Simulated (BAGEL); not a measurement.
# CH6SeSi (SMILES C[Se][SiH3]) at B3LYP/6-31G(d) (density fitting with qzvpp-jkfit, spherical functions)

What is the energy change on altering one bond length of CH6SeSi at B3LYP/6-31G* (density fitting with qzvpp-jkfit, spherical functions)? 

Program for the calculation: BAGEL 1.2.2.

12 further runs of the same task are left out: 12 set aside as unsound or not needed.

### 1 The molecule

CH6SeSi has 9 atoms, charge 0, and is taken as a singlet. As SMILES, `C[Se][SiH3]`. Geometry: relaxed at PBE0-D4/def2-TZVP.

Bond lengths: C1–Se2 1.958 Å, Se2–Si3 2.266 Å, C1–H4 1.088 Å, C1–H5 1.088 Å, C1–H6 1.088 Å, Si3–H7 1.484 Å, Si3–H8 1.487 Å, Si3–H9 1.487 Å. Some angles: C1–Se2–Si3 96.6°, Se2–C1–H4 110.3°, Se2–C1–H5 106.4°, Se2–C1–H6 110.3°, Se2–Si3–H7 106.4°, Se2–Si3–H8 111.1°, Se2–Si3–H9 111.1°, H4–C1–H5 109.6°, H4–C1–H6 110.7°, H5–C1–H6 109.5°.

### 2 The energy at B3LYP/6-31G(d) (density fitting with qzvpp-jkfit, spherical functions)

Contents of input.json:

```json
{ "bagel": [

{
  "title": "molecule",
  "basis": "6-31gs.json",
  "df_basis": "qzvpp-jkfit",
  "angstrom": true,
  "geometry": [
    { "atom": "C", "xyz": [      -0.668100,       0.984200,      -1.065900 ] },
    { "atom": "Se", "xyz": [       1.178300,       0.439400,      -0.707400 ] },
    { "atom": "Si", "xyz": [       0.707700,      -0.956900,       1.014600 ] },
    { "atom": "H", "xyz": [      -1.267600,       0.121600,      -1.350400 ] },
    { "atom": "H", "xyz": [      -0.625200,       1.687600,      -1.895400 ] },
    { "atom": "H", "xyz": [      -1.092900,       1.476200,      -0.193100 ] },
    { "atom": "H", "xyz": [       2.004900,      -1.515500,       1.468900 ] },
    { "atom": "H", "xyz": [      -0.196600,      -2.055300,       0.581100 ] },
    { "atom": "H", "xyz": [       0.048100,      -0.227500,       2.130400 ] }
  ]
},

{ "title": "ks", "xc_func": "b3lyp" },

{ "title": "print", "file": "orbitals.molden", "orbitals": true }

]}
```

The basis set 6-31G* is read from a file made from the Basis Set Exchange's data (not shown).

Launch:

```
BAGEL_NUM_THREADS=1 BAGEL input.json > input.out
```

Standard output:

```text
* using 1 threads per process

  ===============================================================
  ===============================================================

  *** Geometry ***

  { "atom" : "C", "xyz" : [     -1.262526,      1.859868,     -2.014259 ] },
  { "atom" : "Se", "xyz" : [      2.226664,      0.830346,     -1.336792 ] },
  { "atom" : "Si", "xyz" : [      1.337359,     -1.808279,      1.917316 ] },
  { "atom" : "H", "xyz" : [     -2.395417,      0.229791,     -2.551886 ] },
  { "atom" : "H", "xyz" : [     -1.181457,      3.189102,     -3.581787 ] },
  { "atom" : "H", "xyz" : [     -2.065282,      2.789614,     -0.364906 ] },
  { "atom" : "H", "xyz" : [      3.788712,     -2.863880,      2.775819 ] },
  { "atom" : "H", "xyz" : [     -0.371520,     -3.883954,      1.098120 ] },
  { "atom" : "H", "xyz" : [      0.090896,     -0.429913,      4.025873 ] },

  Number of auxiliary basis functions:      577

  Since a DF basis is specified, we compute 2- and 3-index integrals:
    o Being stored without compression. Storage requirement is 0.027 GB

  Number of basis functions:       76
  Number of electrons      :       60

    * METHOD: MOLECULE                             0.62

  *** Kohn-Sham DFT ***

    * Removing 15223 points whose weight is below 1.00e-10
    * Grid points: 118931

  === Nuclear Repulsion ===
   254.3932996856

       - DIIS with orbital gradients will be used.

  === KS iteration (b3lyp / 6-31gs.json) ===
      0      -2624.19199314          0.12021125           0.66
      1      -2379.66265029          0.22202227           0.62
      2      -2495.20325908          0.07750941           0.62
      3      -2355.85987296          0.16435351           0.61
      4      -2590.59879399          0.22100984           0.61
      5      -2599.82676308          0.19788087           0.61
      6      -2600.84067841          0.19259800           0.61
      7      -2602.21678356          0.17939847           0.61
      8      -2497.40101999          0.09396947           0.61
      9      -2585.00189739          0.19695047           0.61
     10      -2603.76150907          0.18750854           0.61
     11      -2584.61937075          0.20771489           0.61
     12      -2584.87844869          0.20343372           0.61
     13      -2583.89402391          0.21316695           0.61
     14      -2501.80088959          0.13854152           0.62
     15      -2592.51827059          0.19530798           0.61
     16      -2610.09520522          0.21093482           0.61
     17      -2604.15665666          0.31106404           0.61
     18      -2591.02714108          0.17266104           0.61
     19      -2721.08182763          0.08436462           0.61
     20      -2641.63140468          0.16808974           0.62
     21      -2718.89986642          0.08003367           0.62
     22      -2731.14611163          0.05031814           0.62
     23      -2732.10232302          0.02236012           0.62
     24      -2732.42353917          0.01271290           0.62
     25      -2732.41384610          0.01102306           0.62
     26      -2732.51098473          0.00111015           0.62
     27      -2732.51181548          0.00037643           0.62
     28      -2732.51191649          0.00008084           0.62
     29      -2732.51192096          0.00003327           0.62
     30      -2732.51192153          0.00000387           0.62
     31      -2732.51192153          0.00000103           0.62
     32      -2732.51192154          0.00000051           0.61
     33      -2732.51192154          0.00000013           0.62
     34      -2732.51192154          0.00000003           0.62
     35      -2732.51192154          0.00000001           0.62
    * SCF iteration converged.

    * Permanent dipole moment:
           (    0.590535,    -0.017063,    -0.071061) a.u.

    * METHOD: KS                                  23.06

    * METHOD: PRINT                                0.02

  ===============================================================
```

It took 24 s on 1 thread of Arm Neoverse N1, shared host; peak memory 0.48 GiB.

### 3 The distorted shape

Contents of input.json:

```json
{ "bagel": [

{
  "title": "molecule",
  "basis": "6-31gs.json",
  "df_basis": "qzvpp-jkfit",
  "angstrom": true,
  "geometry": [
    { "atom": "C", "xyz": [      -0.702421,       0.421464,      -0.402282 ] },
    { "atom": "Se", "xyz": [       1.143979,      -0.123336,      -0.043782 ] },
    { "atom": "Si", "xyz": [       0.673379,      -1.519636,       1.678218 ] },
    { "atom": "H", "xyz": [      -1.301921,      -0.441136,      -0.686782 ] },
    { "atom": "H", "xyz": [      -0.625200,       1.687600,      -1.895400 ] },
    { "atom": "H", "xyz": [      -1.127221,       0.913464,       0.470518 ] },
    { "atom": "H", "xyz": [       1.970579,      -2.078236,       2.132518 ] },
    { "atom": "H", "xyz": [      -0.230921,      -2.618036,       1.244718 ] },
    { "atom": "H", "xyz": [       0.013779,      -0.790236,       2.794018 ] }
  ]
},

{ "title": "ks", "xc_func": "b3lyp", "charge": 0 },

{ "title": "print", "file": "orbitals.molden", "orbitals": true }

]}
```

The basis set 6-31G* is read from a file made from the Basis Set Exchange's data (not shown).

Launch:

```
BAGEL_NUM_THREADS=1 BAGEL input.json > input.out
```

Standard output:

```text
* using 1 threads per process

  ===============================================================
  ===============================================================

  *** Geometry ***

  { "atom" : "C", "xyz" : [     -1.327383,      0.796452,     -0.760203 ] },
  { "atom" : "Se", "xyz" : [      2.161807,     -0.233071,     -0.082736 ] },
  { "atom" : "Si", "xyz" : [      1.272502,     -2.871696,      3.171372 ] },
  { "atom" : "H", "xyz" : [     -2.460274,     -0.833626,     -1.297830 ] },
  { "atom" : "H", "xyz" : [     -1.181457,      3.189102,     -3.581787 ] },
  { "atom" : "H", "xyz" : [     -2.130139,      1.726197,      0.889150 ] },
  { "atom" : "H", "xyz" : [      3.723855,     -3.927297,      4.029875 ] },
  { "atom" : "H", "xyz" : [     -0.436377,     -4.947371,      2.352176 ] },
  { "atom" : "H", "xyz" : [      0.026039,     -1.493330,      5.279929 ] },

  Number of auxiliary basis functions:      577

  Since a DF basis is specified, we compute 2- and 3-index integrals:
    o Being stored without compression. Storage requirement is 0.027 GB

  Number of basis functions:       76
  Number of electrons      :       60

    * METHOD: MOLECULE                             0.63

  *** Kohn-Sham DFT ***

    * Removing 14385 points whose weight is below 1.00e-10
    * Grid points: 119769

  === Nuclear Repulsion ===
   251.0975771468

       - DIIS with orbital gradients will be used.

  === KS iteration (b3lyp / 6-31gs.json) ===
      0      -2624.85014457          0.11990116           0.68
      1      -2381.81565208          0.22038726           0.63
      2      -2495.66800358          0.07423356           0.63
      3      -2354.98978988          0.16220635           0.63
      4      -2439.93426038          0.20325660           0.63
      5      -2590.32367865          0.20870797           0.63
      6      -2597.69070027          0.19932807           0.63
      7      -2591.16458351          0.20191982           0.63
      8      -2497.50663798          0.08711185           0.63
      9      -2432.47394659          0.19919587           0.63
     10      -2433.30854210          0.19628271           0.63
     11      -2433.36532061          0.19473217           0.63
     12      -2433.13629555          0.19684076           0.62
     13      -2432.06712159          0.19985736           0.63
     14      -2497.60436542          0.08949170           0.63
     15      -2432.20792643          0.20015507           0.64
     16      -2431.88561029          0.20158563           0.63
     17      -2433.34920668          0.19417615           0.63
     18      -2584.58351426          0.17791513           0.63
     19      -2583.82368562          0.20409779           0.63
     20      -2504.20883540          0.14065420           0.63
     21      -2716.78393353          0.13794073           0.63
     22      -2725.07162681          0.08091677           0.63
     23      -2725.43761457          0.07823548           0.64
     24      -2730.78548443          0.04833766           0.63
     25      -2731.66644869          0.03960278           0.63
     26      -2731.68051506          0.03221084           0.63
     27      -2732.35666943          0.00655413           0.63
     28      -2732.37986876          0.00292834           0.62
     29      -2732.38502656          0.00054912           0.63
     30      -2732.38524272          0.00028303           0.63
     31      -2732.38529774          0.00006113           0.63
     32      -2732.38529943          0.00002024           0.63
     33      -2732.38529980          0.00000477           0.63
     34      -2732.38529981          0.00000167           0.63
     35      -2732.38529981          0.00000033           0.63
     36      -2732.38529981          0.00000016           0.63
     37      -2732.38529981          0.00000006           0.64
     38      -2732.38529981          0.00000001           0.64
     39      -2732.38529981          0.00000001           0.64
    * SCF iteration converged.

    * Permanent dipole moment:
           (    0.470811,     0.243076,    -0.357805) a.u.

    * METHOD: KS                                  26.09

    * METHOD: PRINT                                0.02

  ===============================================================
```

Wall time 27 s (1 thread of Arm Neoverse N1, shared host); peak memory 0.48 GiB.

### 4 Outcome

Level: B3LYP/6-31G* (density fitting with qzvpp-jkfit, spherical functions).

| quantity | value |
| --- | --- |
| first shape: total energy | -2732.51192 Eh |
| first shape: dipole moment | 1.51 D |
| first shape: HOMO energy | -6.20 eV |
| first shape: LUMO energy | -0.08 eV |
| first shape: HOMO–LUMO gap | 6.12 eV |
| distorted shape: total energy | -2732.38530 Eh |
| distorted shape: dipole moment | 1.63 D |
| distorted shape: HOMO energy | -6.38 eV |
| distorted shape: LUMO energy | -2.30 eV |
| distorted shape: HOMO–LUMO gap | 4.08 eV |
| energy change with the C1–H5 bond stretched from 1.088 to 1.959 Å | 3.446 eV |

What this shows: With the C1–H5 bond stretched from 1.088 to 1.959 Å the energy rises by 3.45 eV (332 kJ/mol). The first shape isn't relaxed at this level, so the change isn't measured from a minimum. A restricted reference can't describe the breaking bond well at this length.
